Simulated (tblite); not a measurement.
# C8H11F: the cost of one run

Programs: PySCF 2.14.0 with density-fitted response routines of our own, and tblite 0.8.0. All values are computed, except where a source is named. Atoms count from 0 throughout.

## 1. The starting structure

20 atoms, charge 0, multiplicity 1; geometry from: MMFF94s geometry.

Bonds of the start (Å): C0–C1 1.34, C0–H10 1.07, C0–H9 1.09, C1–C2 1.46, C1–H11 1.10, C2–C3 1.49, C2–C5 1.53, C2–C6 1.52, C3–C4 1.32, C3–H12 1.10, C4–H13 1.09, C4–H14 1.08, C5–C6 1.50, C5–H15 1.08, C5–H16 1.08, C6–C7 1.49, C6–H17 1.09, C7–F8 1.35, C7–H18 1.09, C7–H19 1.10.

## 2. GFN2-xTB relaxation, conformer 1

Job settings and geometry (Å):

```
{"job": {"xc": "GFN2-xTB", "basis": "xTB", "kind": "relax"}, "charge": 0, "multiplicity": 1}
C      2.085100    -1.601900    -0.879500
C      1.476000    -0.923100     0.107300
C      0.249200    -0.138600     0.025400
C      0.446900     1.282800    -0.361700
C      0.414800     1.784400    -1.584500
C     -1.031700    -0.835000    -0.435700
C     -0.859400    -0.473500     1.013200
C     -1.731900     0.556500     1.644900
F     -1.068800     1.094400     2.695900
H      1.655100    -1.605200    -1.875700
H      2.993500    -2.149500    -0.709700
H      1.950900    -0.952400     1.099300
H      0.660100     1.957500     0.479800
H      0.599400     2.841500    -1.765500
H      0.219400     1.165800    -2.452600
H     -0.977800    -1.883200    -0.688900
H     -1.741800    -0.274600    -1.024500
H     -0.677700    -1.291900     1.715300
H     -2.017900     1.362700     0.963800
H     -2.648600     0.093900     2.030500
```

Launch:

```
$ OMP_NUM_THREADS=1 python ens_run.py task.json out
```

One launch serves the whole session.

Q: Estimate the wall time of this first job on 1 thread of AMD EPYC 7B13, shared host.

About 2.3 s.
